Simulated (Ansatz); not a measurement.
Working through a convergence test of the plane-wave cutoff of CrN2, space group Pnnm

Computed with Ansatz's Python interface.

Interactive session:
```pycon
>>> import warnings
>>> import ansatz as az
>>> import pandas as pd
>>> warnings.simplefilter('ignore', az.DeckWarning)
>>> structure = (
...     az.Lattice.of([3.901786, 0.0, 0.0], [0.0, 4.809512, 0.0], [0.0, 0.0, 2.78417])
...     .atom('Cr', [0.5, 0.5, 0.5])
...     .atom('Cr', [0.0, 0.0, 0.0])
...     .atom('N', [0.63383, 0.088775, 0.5])
...     .atom('N', [0.36617, 0.911225, 0.5])
...     .atom('N', [0.13383, 0.411225, 0.0])
...     .atom('N', [0.86617, 0.588775, 0.0])
...     .moments(Cr=2.1)
... )
>>> len(structure.resolved().sites)
6
>>> job = (
...     structure.calculation()
...     .spin(az.SpinTreatment.COLLINEAR)
...     .scf(tolerance=1e-05)
...     .eigensolver('auto', mixed_precision=False)
...     .kpoints(5, 4, 7, center='monkhorst-pack')
...     .occupations('Fermi-Dirac', width=0.2)
...     .functional(az.Functional.LDA)
... )
>>> rows = []
>>> for value in [250, 350, 450, 550, 650, 750]:
...     summary = job.basis(value).run(threads=1, backend='cpu').report
...     rows.append((value, summary['free_energy_ev'] / len(summary['lattice']['sites']), summary['n_iterations'], summary['magnetization_mub'], summary['n_pw']))
...
>>> table = pd.DataFrame(rows, columns=['cutoff (eV)', 'F/atom (eV)', 'iterations', 'moment (muB)', 'plane waves'])
>>> table.round(5)
   cutoff (eV)  F/atom (eV)  iterations  moment (muB)  plane waves
0          250  -1355.74456           9       3.98731          465
1          350  -1357.03515           9       4.05945          789
2          450  -1357.09661           9       4.06056         1145
3          550  -1357.09815           9       4.06065         1515
4          650  -1357.09835           9       4.06068         1945
5          750  -1357.09844           9       4.06068         2453
>>> # differences from the last row
>>> for row in rows[:-1]:
...     shift = 1000 * (row[1] - rows[-1][1])
...     print(f'{row[0]}: {shift:+.2f} meV/atom' + ('  (within 5 meV)' if abs(shift) < 5 else ''))
...
250: +1353.88 meV/atom
350: +63.30 meV/atom
450: +1.84 meV/atom  (within 5 meV)
550: +0.29 meV/atom  (within 5 meV)
650: +0.10 meV/atom  (within 5 meV)
```

From 450 eV on it stays within 5 meV an atom of the value at 750 eV; the first row (250 eV) is off by 1353.9 meV and the last but one by 0.10 meV. The energy falls steadily, as expected when plane waves are added. The last run costs about 3.2 times the first.

Caveats:
- The magnetic order follows from the starting moments and needn't be the lowest.
- For a metal this k-point mesh is coarse: on a finer one energies can move by several to tens of meV an atom and pressures by half a GPa or more, differences at one mesh by less.
- A Fermi-Dirac width this large means warm electrons, whose thermal share enters the free energy.
- The structure comes from a database of computed cells and needn't be a stable or known phase.
- Shifts are counted from the last row, which is itself no proven limit.
- The script silences the warnings on its input, which a real study should read.
- Finished in 37 s on 1 thread of Arm Neoverse V2, on a shared host, peak memory 0.58 GiB.
